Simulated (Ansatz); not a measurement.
# Te5W: a trial structure relaxed

The task: take a trial cell of Te5W to zero force and stress.

Program: Ansatz 0.2.0. Level of theory: DFT PBE, scalar-relativistic, plane waves, PAW. These are calculated values, not measurements.

## Step 1: The system as given

Symmetry: F-43m, No. 216, cubic system. The conventional cell has a = 9.139 Å, b = 9.139 Å, c = 9.139 Å, α = 90.00°, β = 90.00°, γ = 90.00°. Te (site symmetry -43m) is surrounded by 12 Te at 3.79 Å and 4 W at 3.96 Å. Around Te (site symmetry 3m) lie 9 Te at 3.23 to 3.79 Å and 3 W at 3.79 Å. W (site symmetry -43m) is surrounded by 16 Te at 3.79 to 3.96 Å.

Coordinates:

```
Te W
1.0
     0.00000    4.56925    4.56925
     4.56925    0.00000    4.56925
     4.56925    4.56925    0.00000
Te W
5 1
Direct
  0.25000 0.25000 0.25000
  0.12500 0.62500 0.62500
  0.62500 0.62500 0.62500
  0.62500 0.12500 0.62500
  0.62500 0.62500 0.12500
  0.00000 0.00000 0.00000
```

A structure generator made this guess: species swapped into a database cell of ZrCu5 (F-43m, No. 216), with W on the Zr sites and Te on the Cu sites. The dimensions are guesses.

## Step 2: Probe: one point on a coarse mesh

Input file input.yaml:

```yaml
crystal:
  lattice:
    - [0.0, 4.56925167, 4.56925167]
    - [4.56925167, 0.0, 4.56925167]
    - [4.56925167, 4.56925167, 0.0]
  atoms:
    - { symbol: Te, position: [0.25, 0.25, 0.25] }
    - { symbol: Te, position: [0.125, 0.625, 0.625] }
    - { symbol: Te, position: [0.625, 0.625, 0.625] }
    - { symbol: Te, position: [0.625, 0.125, 0.625] }
    - { symbol: Te, position: [0.625, 0.625, 0.125] }
    - { symbol: W, position: [0.0, 0.0, 0.0] }
basis:
  ecutwfc: 420
kpoints:
  mp_grid: { grid: [4, 4, 4] }
hamiltonian:
  xc: pbe
scf:
  occupations: { method: gaussian, width: 0.1 }
  lower_state_search: "off"
output:
  forces: true
  stress: true
  eigenvalues: true
```

The run is started by

```sh
$ ansatz run input.yaml --threads 1 --pin off --max-ram 2560MiB --backend cpu --events-out ev --progress --plain --runs-dir out
```

Standard output, shortened:

```text
[...]
SCF converged after 7 iterations
Free energy (F): -45275.222464 eV
[...]
E sigma→0 (E₀):  -45275.191199 eV
Entropy (-TS):   -0.062529 eV (-10.422 meV/atom)
Fermi energy:    9.642820 eV
[...]
--- Forces (eV/Å), atoms counted from 1 ---
  atom   1  Te     0.00000000    -0.00000000    -0.00000000
  atom   2  Te     0.12364438    -0.12364438    -0.12364438
  atom   3  Te     0.12364438     0.12364438     0.12364438
  atom   4  Te    -0.12364438     0.12364438    -0.12364438
  atom   5  Te    -0.12364438    -0.12364438     0.12364438
  atom   6  W      0.00000000    -0.00000000    -0.00000000
[...]
--- Stress (GPa, compression-positive) ---
       -5.965993       0.000000       0.000000
       -0.000000      -5.965993      -0.000000
        0.000000      -0.000000      -5.965993
  P = ⅓ Tr σ = -5.9660 GPa (-59.660 kbar)
--- Band table (eV; the first three rows and the last of 8) ---
[...]
```

It took 5 s on 1 thread of Arm Neoverse V2, shared host; peak memory 0.4 GiB.

Read-out: pressure -6.0 GPa, largest force 0.21 eV/Å, gap on this mesh none (metal). A guess like this is first relaxed loosely on the coarse mesh.

## Step 3: A loose first relaxation

input.yaml: that of step 2 with these lines changed.

```diff
@@ -25 +25,6 @@
   eigenvalues: true
+relax:
+  adjacent_minimum: "off"
+  f_tol: 0.04
+  max_steps: 70
+  cell: { stress_tol: 0.4 }
```

The run is started by

```sh
$ ansatz run input.yaml --threads 1 --pin off --max-ram 2560MiB --backend cpu --events-out ev --progress --plain --runs-dir out
```

Standard output:

```text
Warning: RAYON_NUM_THREADS=1 ignored (pool sized by the plan → 1); use --threads N
Engine: ansatz 0.2.0, aarch64-unknown-linux-gnu
Pseudopotentials: kind: paw
Pseudopotential: Te, paw, valence charge 16, recommended cutoff 420 eV (normal), Te.paw.azcp
Pseudopotential: W, paw, valence charge 14, recommended cutoff 420 eV (normal), W.paw.azcp
Functional definition: PBE
  parameter kappa = 0.804
  parameter beta = 0.06672455060314922
  exchange = pbe_x(kappa = kappa, mu = beta*pi^2/3)
  correlation = pbe_c(beta = beta)
Crystal: 6 atoms, lattice volume = 190.794 Å³
Basis set: ecut = 420 eV, 3719 PW (Γ), exchange–correlation on 90×90×90 points (8 copies of the dense FFT grid, shifted against one another)
Bands: 57, of which v1, the nominal top of the filled ones, is band 47 counted from 1 (46 counted from 0)
Symmetry: 24 space group operations
Space group: F-43m (ITA 216), of the structure as read, at distance tolerance 5.8e-5 Å
k-points: 8 of 64 (time reversal used)
Non-local potential: Te, projectors of the file, l = 0: 2, l = 1: 2, l = 2: 2, l = 3: 2
Non-local potential: W, projectors of the file, l = 0: 3, l = 1: 2, l = 2: 2, l = 3: 1
PAW form: soft (Blöchl's): semilocal exchange-correlation on the pseudo side does not see the compensation charge
PAW one-centre angular grid: Te, 590 points (default); XC on 64 Gauss nodes
PAW one-centre angular grid: W, 590 points (default); XC on 64 Gauss nodes
Initial density: superposition of atomic densities (neutral atoms: chi_scale 0, normalization atom), corrected by the library's trained network
Initial wavefunctions: pseudopotential atomic-orbital guess
Functional: x = pbe(κ = 0.804, μ = 0.2195149727645171), c = pbe(β = 0.06672455060314922)
SCF iter   1: F=—  HF=-45275.220394 eV  |F-HF|=—  |Δ(HF+E_count)|=         —  Δρ=2.80e-3  dr2=1.90e-2  ethr=1.77e-3  ⟨swp⟩=9.1  Hψ=2006  notcnv=0
preconditioner: auto → Kerker (q_TF=auto, 2.425 Å⁻¹)  [metal: Δε(μ)=0.039 eV  Ē_g=6.286 eV  σ=0.100 eV  W_gap=0.21  n_scr=58 (ndim 8)  ℏωp=16.1 eV  f_vac=0.000  D(μ)=12.58/eV (n_scr^D=136)]
SCF iter   2: F=—  HF=-45275.221662 eV  |F-HF|=—  |Δ(HF+E_count)|=   1.27e-3  Δρ=1.74e-3  dr2=8.84e-3  ethr=2.02e-5  ⟨swp⟩=2.0  Hψ=619  notcnv=0
SCF iter   3: F=—  HF=-45275.222384 eV  |F-HF|=—  |Δ(HF+E_count)|=   7.23e-4  Δρ=3.08e-4  dr2=6.81e-4  ethr=9.41e-6  ⟨swp⟩=1.4  Hψ=448  notcnv=0
SCF iter   4: F=—  HF=-45275.222388 eV  |F-HF|=—  |Δ(HF+E_count)|=   3.54e-6  Δρ=1.18e-4  dr2=5.66e-5  ethr=7.25e-7  ⟨swp⟩=1.6  Hψ=463  notcnv=0
SCF iter   5: F=—  HF=-45275.222464 eV  |F-HF|=—  |Δ(HF+E_count)|=   7.61e-5  Δρ=3.17e-5  dr2=3.83e-6  ethr=6.02e-8  ⟨swp⟩=2.0  Hψ=524  notcnv=0
SCF iter   6: F=—  HF=-45275.222464 eV  |F-HF|=—  |Δ(HF+E_count)|=   1.29e-7  Δρ=7.01e-6  dr2=1.17e-7  ethr=4.07e-9  ⟨swp⟩=2.0  Hψ=584  notcnv=0
SCF iter   7: F=-45275.222464 eV  HF=-45275.222464 eV  |F-HF|=4.65e-9  |Δ(HF+E_count)|=   2.21e-8  Δρ=3.23e-6  dr2=2.43e-8  ethr=1.06e-10  ⟨swp⟩=10.2  Hψ=1759  notcnv=0
SCF 1 converged in 7 iterations: F = -45275.222464 eV  dr2 = 2.43e-8
relax step   1: F+E_penalty+E_count = -45275.22246397 eV  Δ(F+E_penalty+E_count) = +0.000e0 eV  max|allowed force component| = 1.236e-1 eV/Å  Δτ_max = 0.0000 Å  P = -5.966 GPa  Ω = 190.794 Å³  (7 SCF iters, dr2 threshold 1.00e-7 eV, accepted)
Crystal: 6 atoms, lattice volume = 164.229 Å³
Basis set: ecut = 420 eV, 3215 PW (Γ), exchange–correlation on 90×90×90 points (8 copies of the dense FFT grid, shifted against one another)
Initial density: handed on by an earlier stage of this run
Initial wavefunctions: those handed on with the density
iter 1 solved again at ethr=4.81e-4 eV; its pass at ethr=3.10e-3 eV (dr2=4.52e-1 eV) is discarded
SCF iter   1: F=—  HF=-45275.793709 eV  |F-HF|=—  |Δ(HF+E_count)|=         —  Δρ=8.11e-3  dr2=4.49e-1  ethr=4.81e-4  ⟨swp⟩=1.2  Hψ=2306  notcnv=0
preconditioner: auto → Kerker (q_TF=auto, 2.486 Å⁻¹)  [metal: Δε(μ)=0.057 eV  Ē_g=6.937 eV  σ=0.100 eV  W_gap=0.30  n_scr=50 (ndim 8)  ℏωp=17.4 eV  f_vac=0.000  D(μ)=9.79/eV (n_scr^D=112)]
SCF iter   2: F=—  HF=-45275.777538 eV  |F-HF|=—  |Δ(HF+E_count)|=   1.62e-2  Δρ=4.27e-3  dr2=1.27e-1  ethr=4.78e-4  ⟨swp⟩=1.0  Hψ=456  notcnv=0
SCF iter   3: F=—  HF=-45275.771006 eV  |F-HF|=—  |Δ(HF+E_count)|=   6.53e-3  Δρ=3.60e-4  dr2=3.54e-4  ethr=1.35e-4  ⟨swp⟩=1.0  Hψ=456  notcnv=0
SCF iter   4: F=—  HF=-45275.771055 eV  |F-HF|=—  |Δ(HF+E_count)|=   4.83e-5  Δρ=1.14e-4  dr2=3.19e-5  ethr=3.77e-7  ⟨swp⟩=2.5  Hψ=686  notcnv=0
SCF iter   5: F=—  HF=-45275.771050 eV  |F-HF|=—  |Δ(HF+E_count)|=   4.81e-6  Δρ=5.53e-5  dr2=1.04e-5  ethr=3.39e-8  ⟨swp⟩=2.5  Hψ=818  notcnv=0
SCF iter   6: F=-45275.771051 eV  HF=-45275.771051 eV  |F-HF|=8.24e-9  |Δ(HF+E_count)|=   8.80e-7  Δρ=1.23e-5  dr2=3.09e-7  ethr=6.38e-10  ⟨swp⟩=6.8  Hψ=1932  notcnv=0
SCF 2 converged in 6 iterations: F = -45275.771051 eV  dr2 = 3.09e-7
relax step   2: F+E_penalty+E_count = -45275.77105078 eV  Δ(F+E_penalty+E_count) = -5.486e-1 eV  max|allowed force component| = 9.343e-2 eV/Å  Δτ_max = 0.0270 Å  P = +0.542 GPa  Ω = 164.229 Å³  energy of the carried Pulay correction = +4.802e-3 eV  (6 SCF iters, dr2 threshold 6.00e-7 eV, accepted)
Crystal: 6 atoms, lattice volume = 166.004 Å³
Basis set: ecut = 420 eV, 3287 PW (Γ), exchange–correlation on 90×90×90 points (8 copies of the dense FFT grid, shifted against one another)
iter 1 solved again at ethr=7.20e-6 eV; its pass at ethr=3.10e-3 eV (dr2=6.77e-3 eV) is discarded
SCF iter   1: F=—  HF=-45275.774921 eV  |F-HF|=—  |Δ(HF+E_count)|=         —  Δρ=1.08e-3  dr2=7.12e-3  ethr=7.20e-6  ⟨swp⟩=1.8  Hψ=2092  notcnv=0
preconditioner: auto → Kerker (q_TF=auto, 2.482 Å⁻¹)  [metal: Δε(μ)=0.078 eV  Ē_g=6.904 eV  σ=0.100 eV  W_gap=0.39  n_scr=50 (ndim 8)  ℏωp=17.3 eV  f_vac=0.000  D(μ)=10.96/eV (n_scr^D=112)]
SCF iter   2: F=—  HF=-45275.774674 eV  |F-HF|=—  |Δ(HF+E_count)|=   2.46e-4  Δρ=5.75e-4  dr2=2.00e-3  ethr=7.20e-6  ⟨swp⟩=1.0  Hψ=456  notcnv=0
SCF iter   3: F=—  HF=-45275.774575 eV  |F-HF|=—  |Δ(HF+E_count)|=   9.92e-5  Δρ=6.47e-5  dr2=1.31e-5  ethr=2.13e-6  ⟨swp⟩=1.0  Hψ=456  notcnv=0
SCF iter   4: F=—  HF=-45275.774642 eV  |F-HF|=—  |Δ(HF+E_count)|=   6.65e-5  Δρ=1.57e-5  dr2=4.45e-7  ethr=1.40e-8  ⟨swp⟩=3.0  Hψ=648  notcnv=0
iter 5 did not close the SCF: its close was put off for the readings that it lacked (scf_convergence_deferred on its scf_iter line)
SCF iter   5: F=-45275.774642 eV  HF=-45275.774642 eV  |F-HF|=1.38e-8  |Δ(HF+E_count)|=   5.75e-8  Δρ=5.14e-6  dr2=6.52e-8  ethr=4.74e-10  ⟨swp⟩=2.0  Hψ=784  notcnv=0
SCF iter   6: F=-45275.774642 eV  HF=-45275.774642 eV  |F-HF|=4.00e-10  |Δ(HF+E_count)|=   1.22e-8  Δρ=1.35e-6  dr2=3.79e-9  ethr=6.93e-11  ⟨swp⟩=3.2  Hψ=1394  notcnv=0
SCF 3 converged in 6 iterations: F = -45275.774642 eV  dr2 = 3.79e-9
relax step   3: F+E_penalty+E_count = -45275.77464168 eV  Δ(F+E_penalty+E_count) = -3.591e-3 eV  max|allowed force component| = 5.321e-2 eV/Å  Δτ_max = 0.0158 Å  P = -0.164 GPa  Ω = 166.004 Å³  energy of the carried Pulay correction = +4.442e-3 eV  (6 SCF iters, dr2 threshold 6.00e-7 eV, accepted)
Crystal: 6 atoms, lattice volume = 165.636 Å³
iter 1 solved again at ethr=4.93e-7 eV; its pass at ethr=3.10e-3 eV (dr2=4.63e-4 eV) is discarded
SCF iter   1: F=—  HF=-45275.775959 eV  |F-HF|=—  |Δ(HF+E_count)|=         —  Δρ=2.87e-4  dr2=4.44e-4  ethr=4.93e-7  ⟨swp⟩=2.5  Hψ=2028  notcnv=0
preconditioner: auto → Kerker (q_TF=auto, 2.482 Å⁻¹)  [metal: Δε(μ)=0.085 eV  Ē_g=6.913 eV  σ=0.100 eV  W_gap=0.41  n_scr=50 (ndim 8)  ℏωp=17.3 eV  f_vac=0.000  D(μ)=10.67/eV (n_scr^D=112)]
SCF iter   2: F=—  HF=-45275.775946 eV  |F-HF|=—  |Δ(HF+E_count)|=   1.33e-5  Δρ=1.59e-4  dr2=1.31e-4  ethr=4.72e-7  ⟨swp⟩=1.0  Hψ=456  notcnv=0
SCF iter   3: F=—  HF=-45275.775998 eV  |F-HF|=—  |Δ(HF+E_count)|=   5.25e-5  Δρ=2.08e-5  dr2=1.38e-6  ethr=1.39e-7  ⟨swp⟩=1.0  Hψ=456  notcnv=0
iter 4 did not close the SCF: its close was put off for the readings that it lacked (scf_convergence_deferred on its scf_iter line)
SCF iter   4: F=-45275.775998 eV  HF=-45275.775998 eV  |F-HF|=3.37e-8  |Δ(HF+E_count)|=   1.23e-7  Δρ=5.31e-6  dr2=6.21e-8  ethr=1.47e-9  ⟨swp⟩=2.8  Hψ=621  notcnv=0
iter 5 did not close the SCF: its close was put off for the readings that it lacked (scf_convergence_deferred on its scf_iter line)
SCF iter   5: F=-45275.775998 eV  HF=-45275.775998 eV  |F-HF|=4.51e-10  |Δ(HF+E_count)|=   4.56e-9  Δρ=1.66e-6  dr2=6.07e-9  ethr=6.60e-11  ⟨swp⟩=2.1  Hψ=776  notcnv=0
SCF iter   6: F=-45275.775998 eV  HF=-45275.775998 eV  |F-HF|=7.28e-12  |Δ(HF+E_count)|=   1.04e-9  Δρ=3.30e-7  dr2=2.25e-10  ethr=6.46e-12  ⟨swp⟩=2.8  Hψ=1290  notcnv=0
SCF 4 converged in 6 iterations: F = -45275.775998 eV  dr2 = 2.25e-10
relax step   4: F+E_penalty+E_count = -45275.77599847 eV  Δ(F+E_penalty+E_count) = -1.357e-3 eV  max|allowed force component| = 8.340e-4 eV/Å  Δτ_max = 0.0060 Å  P = -0.018 GPa  Ω = 165.636 Å³  energy of the carried Pulay correction = +4.516e-3 eV  (6 SCF iters, dr2 threshold 1.77e-7 eV, accepted)
Initial wavefunctions: pseudopotential atomic-orbital guess (no wavefunctions were taken with the density)
iter 1 solved again at ethr=9.42e-7 eV; its pass at ethr=3.10e-3 eV (dr2=8.85e-4 eV) is discarded
SCF iter   1: F=—  HF=-45275.771952 eV  |F-HF|=—  |Δ(HF+E_count)|=         —  Δρ=1.41e-4  dr2=4.53e-6  ethr=9.42e-7  ⟨swp⟩=3.0  Hψ=3063  notcnv=0
preconditioner: auto → Kerker (q_TF=auto, 2.482 Å⁻¹)  [metal: Δε(μ)=0.084 eV  Ē_g=6.914 eV  σ=0.100 eV  W_gap=0.41  n_scr=50 (ndim 8)  ℏωp=17.3 eV  f_vac=0.000  D(μ)=10.70/eV (n_scr^D=112)]
SCF iter   2: F=—  HF=-45275.772011 eV  |F-HF|=—  |Δ(HF+E_count)|=   5.91e-5  Δρ=7.30e-5  dr2=1.28e-6  ethr=4.82e-9  ⟨swp⟩=2.2  Hψ=812  notcnv=0
SCF iter   3: F=—  HF=-45275.772013 eV  |F-HF|=—  |Δ(HF+E_count)|=   1.92e-6  Δρ=1.43e-5  dr2=8.43e-8  ethr=1.37e-9  ⟨swp⟩=2.4  Hψ=786  notcnv=0
SCF iter   4: F=—  HF=-45275.772013 eV  |F-HF|=—  |Δ(HF+E_count)|=   5.52e-8  Δρ=1.37e-6  dr2=4.88e-9  ethr=8.97e-11  ⟨swp⟩=2.0  Hψ=596  notcnv=0
iter 5 did not close the SCF: its close was put off for the readings that it lacked (scf_convergence_deferred on its scf_iter line)
SCF iter   5: F=-45275.772013 eV  HF=-45275.772013 eV  |F-HF|=1.75e-10  |Δ(HF+E_count)|=  7.64e-10  Δρ=2.06e-7  dr2=2.03e-10  ethr=5.20e-12  ⟨swp⟩=1.9  Hψ=489  notcnv=0
SCF iter   6: F=-45275.772013 eV  HF=-45275.772013 eV  |F-HF|=7.28e-12  |Δ(HF+E_count)|=  2.18e-11  Δρ=5.37e-8  dr2=1.10e-11  ethr=1.00e-12  ⟨swp⟩=4.0  Hψ=1413  notcnv=0
SCF 5 converged in 6 iterations: F = -45275.772013 eV  dr2 = 1.10e-11
relax step   5: F+E_penalty+E_count = -45275.77201261 eV  Δ(F+E_penalty+E_count) = +3.986e-3 eV  max|allowed force component| = 7.812e-4 eV/Å  Δτ_max = 0.0000 Å  P = -0.029 GPa  Ω = 165.636 Å³  stress off target by 2.91e-2 GPa  SCF on the basis re-selected at this cell (its energy is not comparable with the rows above)  (6 SCF iters)
basis re-selected at this cell: Δ(F+E_penalty+E_count) = +3.986e-3 eV, ΔP = -0.011 GPa vs the last step (what re-selecting the basis moved, of the pressure what is left beyond the Pulay correction that the steps carried, after the strain that the cell walked since its last selection, with what the two solves' SCF thresholds leave and, on support functions, any second-order correction that the steps lacked; it is no measure of the basis error at this ecutwfc). This SCF's stress stands 2.91e-2 GPa from its target on what of the cell is left free (relax.cell.stress_tol is 4.00e-1 GPa) and its largest allowed force component is 7.81e-4 eV/Å (relax.f_tol is 4.00e-2 eV/Å): within both
SCF converged after 6 iterations
Free energy (F): -45275.772013 eV
Harris-Foulkes:  -45275.772013 eV  (|F-HF|=7.28e-12)
Internal energy: -45275.718527 eV  (E = F + TS)
E sigma→0 (E₀):  -45275.745270 eV
Entropy (-TS):   -0.053486 eV (-8.914 meV/atom)
Fermi energy:    11.959756 eV
--- Per-component energies (eV) ---
  E_band       = -1322.616218
  E_kinetic    = 1345.424722
  E_local      = -6274.058872  (includes V_loc(G=0)·N_el)
  E_nonlocal   = -1548.086048
  E_hartree    = 3963.740643
  E_xc         = -882.977483
  E_vxc        = -752.284631  (∫ρ·V_xc dr)
  E_paw        = -31872.195497  (= ΣΔE_a)
  E_vpaw       = -2021.091601  (= ΣTr[D̂ρ^β])
  E_aug_tail   = -0.001008  (compensation charges beyond the density's cutoff)
  E_ewald      = -10007.564983
  E_smearing   = -0.053486  (= −TS)
  E_closure    = -0.000000  (closes the sum)
  Σ components = -45275.772013   (vs F -45275.772013, Δ=0.00e0)
--- Forces (eV/Å), atoms counted from 1 ---
  atom   1  Te     0.00000000    -0.00000000     0.00000000
  atom   2  Te     0.00078119    -0.00078119    -0.00078119
  atom   3  Te     0.00078119     0.00078119     0.00078119
  atom   4  Te    -0.00078119     0.00078119    -0.00078119
  atom   5  Te    -0.00078119    -0.00078119     0.00078119
  atom   6  W      0.00000000    -0.00000000    -0.00000000
  max |Σ_I F_I| component: 5.16e-17 eV/Å
--- Stress (GPa, compression-positive) ---
       -0.029060       0.000000       0.000000
        0.000000      -0.029060       0.000000
        0.000000       0.000000      -0.029060
  P = ⅓ Tr σ = -0.0291 GPa (-0.291 kbar)
--- Band table (eV; the first three rows and the last of 8) ---
  k-point 0: bands = ["-62.6956", "-26.8600", "-26.8600", "-26.8600", "-25.8259", "-25.7916", "-25.7916", "-25.7916", "-25.7848", "-25.7848", "-25.7236", "-25.7236", "-25.7236", "-25.6986", "-25.6986", "-25.6986", "-25.6952", "-25.6952", "-25.6952", "-25.6808", "-25.6808", "-25.6636", "-25.6636", "-25.6636", "-24.9233", "-24.9233", "-24.9200", "-24.9200", "-24.9200", "-2.6819", "1.4055", "1.4055", "1.4055", "1.5284", "4.1013", "6.2530", "6.2530", "6.2530", "7.7862", "7.7862", "10.0207", "10.0207", "10.0207", "10.6705", "12.1803", "12.1803", "12.1803", "12.5264", "12.5264", "13.5684", "13.5684", "13.5684", "14.3256", "14.3256", "14.3256", "17.5209", "17.5209"]
  k-point 1: bands = ["-62.6956", "-26.8600", "-26.8600", "-26.8600", "-25.8181", "-25.7883", "-25.7883", "-25.7870", "-25.7741", "-25.7741", "-25.7358", "-25.7253", "-25.7253", "-25.7060", "-25.7060", "-25.6986", "-25.6956", "-25.6927", "-25.6927", "-25.6818", "-25.6818", "-25.6702", "-25.6702", "-25.6636", "-24.9233", "-24.9233", "-24.9200", "-24.9200", "-24.9200", "-2.4094", "0.3248", "1.3305", "1.3305", "1.5169", "4.9650", "6.5356", "6.5356", "7.0687", "7.8905", "7.8905", "9.4084", "10.3355", "10.3355", "11.5124", "11.8099", "11.8099", "12.0921", "12.3528", "12.3528", "12.7402", "12.7402", "13.2732", "13.6220", "14.6104", "14.6104", "15.7316", "17.0651"]
  k-point 2: bands = ["-62.6956", "-26.8600", "-26.8600", "-26.8599", "-25.8111", "-25.7873", "-25.7873", "-25.7690", "-25.7605", "-25.7473", "-25.7473", "-25.7398", "-25.7398", "-25.7152", "-25.7152", "-25.6986", "-25.6959", "-25.6873", "-25.6873", "-25.6846", "-25.6846", "-25.6770", "-25.6770", "-25.6636", "-24.9233", "-24.9233", "-24.9200", "-24.9199", "-24.9199", "-1.9496", "-0.6181", "1.2608", "1.2608", "1.4541", "5.3984", "6.6765", "6.6765", "8.6696", "8.7160", "8.7160", "9.3648", "9.6047", "9.6047", "10.8513", "11.5130", "11.5130", "11.6998", "12.3262", "12.3611", "12.3611", "12.4876", "12.4876", "13.6777", "14.8784", "14.8784", "16.2441", "16.6784"]
  k-point 7: bands = ["-62.6956", "-26.8600", "-26.8599", "-26.8599", "-25.7924", "-25.7872", "-25.7787", "-25.7776", "-25.7530", "-25.7526", "-25.7481", "-25.7463", "-25.7253", "-25.7224", "-25.7140", "-25.7138", "-25.6918", "-25.6909", "-25.6859", "-25.6843", "-25.6826", "-25.6805", "-25.6745", "-25.6742", "-24.9233", "-24.9233", "-24.9200", "-24.9199", "-24.9199", "-1.3409", "-1.1289", "0.5340", "1.0366", "1.7561", "6.5713", "6.7793", "6.8103", "8.5395", "8.8325", "9.0599", "9.2624", "9.3108", "10.1594", "11.2118", "11.5330", "11.6320", "11.8904", "11.8956", "12.0333", "12.3174", "12.4054", "12.5744", "13.1741", "13.1893", "13.6979", "15.3429", "16.9283"]
--- Relaxed structure (4 steps of the walk, 4 accepted, 1 SCFs on fresh bases) ---
  F+E_penalty+E_count = -45275.77201261 eV   max|allowed force component| = 7.812e-4 eV/Å   (the final SCF, on the basis selected at the relaxed cell)
  cell:  # Å, volume = 165.6362 Å³
    - [-7.592104329014429e-33, 4.358882006249261, 4.358882006249261]
    - [4.358882006249261, -6.598506782599789e-33, 4.358882006249261]
    - [4.358882006249261, 4.358882006249261, -5.732293537007538e-33]
  atoms:
    - { symbol: Te, position: [0.25, 0.25, 0.25] }
    - { symbol: Te, position: [0.12174382805632544, 0.6260853906478916, 0.6260853906478915] }
    - { symbol: Te, position: [0.6260853906478916, 0.6260853906478916, 0.6260853906478916] }
    - { symbol: Te, position: [0.6260853906478916, 0.12174382805632544, 0.6260853906478915] }
    - { symbol: Te, position: [0.6260853906478916, 0.6260853906478916, 0.12174382805632544] }
    - { symbol: W, position: [3.401045129772618e-19, -7.118466550686866e-20, -1.8191636740644218e-19] }
```

It took 31 s on 1 thread of Arm Neoverse V2, shared host; peak memory 0.42 GiB.

Step by step:

```
step  E - E(step 1) (eV/cell)  largest force component (eV/Å)  pressure (GPa)  volume (Å³)
   1                   0.0000                          0.1236           -5.97       190.79
   2                  -0.5486                          0.0934            0.54       164.23
   3                  -0.5522                          0.0532           -0.16       166.00
   4                  -0.5535                          0.0008           -0.02       165.64
   5                  -0.5495                          0.0008           -0.03       165.64
```

Step 1 is the start. Step 5 repeats the geometry before it on a plane-wave basis chosen anew for that cell, so its energy need not be comparable with the rows above.

Lengths and angles in the start's conventional setting:

|  | before | after | change |
| --- | --- | --- | --- |
| a (Å) | 9.139 | 8.718 | -4.6 % |
| b (Å) | 9.139 | 8.718 | -4.6 % |
| c (Å) | 9.139 | 8.718 | -4.6 % |
| volume (Å³/atom) | 31.80 | 27.61 | -13.2 % |
| shortest distance (Å) | 3.231 | 3.055 | -5.4 % |
| space group (0.01 Å) | F-43m | F-43m | same |

The run keeps the 24 symmetry operations of the start, so it could not have lowered the symmetry.

(Part 1 of 2 ends here.)
